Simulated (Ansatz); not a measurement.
# La2Fe2S2O3 (I4/mmm): equation of state

The task here is to estimate one member of a computed series from the others.

Method: DFT PBE, scalar-relativistic, plane waves, PAW, in Ansatz 0.2.0.

Spin polarisation is switched off on purpose; where the compound carries moments, volume, stiffness and gap are then not the real material's.

## Starting point

The structure is tetragonal, space group I4/mmm (No. 139). The conventional cell has a = 3.935 Å, b = 3.935 Å, c = 17.215 Å, α = 90.00°, β = 90.00°, γ = 90.00°. La (site symmetry 4mm) is surrounded by 4 O at 2.36 Å. Fe (site symmetry mmm) is surrounded by 2 O at 1.97 Å and 4 S at 2.43 Å. S (site symmetry 4mm) has 4 Fe at 2.43 Å as nearest neighbours. Around O (site symmetry -4m2) lie 4 La at 2.36 Å. O (site symmetry 4/mmm) has 4 Fe at 1.97 Å as nearest neighbours.

Structure file:

```xyz
9
Lattice="-1.9677 1.9677 8.6073 1.9677 -1.9677 8.6073 1.9677 1.9677 -8.6073" Properties=species:S:1:pos:R:3 pbc="T T T"
La    0.0000    0.0000    3.0081
La    0.0000    0.0000   14.2065
Fe    0.0000    1.9677    0.0000
Fe    1.9677    0.0000    0.0000
S     0.0000    0.0000    7.1837
S     0.0000    0.0000   10.0308
O     0.0000    1.9677    4.3036
O     1.9677    0.0000    4.3036
O     0.0000    0.0000    0.0000
```

An earlier run at PBE left this cell at 14.811 Å³/atom and -0.01 GPa (10×10×10 mesh).

Volume factors to run: 0.980, 1.020, 0.960, 1.040.

Set-up of the first run:

Input file input.yaml:

```yaml
crystal:
  lattice:
    - [-1.9544689567, 1.9544689567, 8.549494716]
    - [1.9544689567, -1.9544689567, 8.549494716]
    - [1.9544689567, 1.9544689567, -8.549494716]
  atoms:
    - { symbol: La, position: [0.1747403191, 0.1747403191, 0.0] }
    - { symbol: La, position: [0.8252596809, 0.8252596809, 0.0] }
    - { symbol: Fe, position: [0.5, 0.0, 0.5] }
    - { symbol: Fe, position: [0.0, 0.5, 0.5] }
    - { symbol: S, position: [0.417306472, 0.417306472, 0.0] }
    - { symbol: S, position: [0.582693528, 0.582693528, 0.0] }
    - { symbol: O, position: [0.75, 0.25, 0.5] }
    - { symbol: O, position: [0.25, 0.75, 0.5] }
    - { symbol: O, position: [0.0, 0.0, 0.0] }
basis:
  ecutwfc: 420
  ecutrho_ratio: 4
kpoints:
  mp_grid: { grid: [10, 10, 10] }
hamiltonian:
  xc: pbe
scf:
  occupations: { method: gaussian, width: 0.05 }
output:
  forces: true
  stress: true
  eigenvalues: true
relax:
  f_tol: 0.01
  max_steps: 40
  cell: { stress_tol: 0.1, fix: [volume] }
```

Launch:

```bash
ansatz run input.yaml --threads 2 --pin off --max-ram 5120MiB --backend cpu --events-out ev --progress --plain --runs-dir out
```

Steps of the session up to this table: At 0.980 of the relaxed volume; At 1.020 of the relaxed volume; Scaling the volume by 0.960; Volume × 1.040.

One of the session's tables, all rows but one given; the rest of the session is left out.

It belongs to the step «Energy and pressure against volume». 

```
volume (Å³/atom)  energy (meV/atom)  pressure (GPa)
          14.219               8.29            4.70
          14.515                  ?               ?
          14.811               0.00           -0.01
          15.107               1.86           -1.97
          15.404               7.14           -3.71
```

Q: Estimate the row for volume (Å³/atom) = 14.515 from the others.

Worked estimate for «energy (meV/atom)». A straight line through the neighbours (14.219, 8.29) and (14.811, 0.00) gives 8.29 + (0.00 − 8.29) × (14.515 − 14.219) / (14.811 − 14.219) = 4.14; a parabola fitted to 3 rows on both sides gives 2.14.

**Answer.** energy (meV/atom): 1.98; pressure (GPa): 2.22. In «energy (meV/atom)» the line misses by +2.16 and the parabola by +0.16.
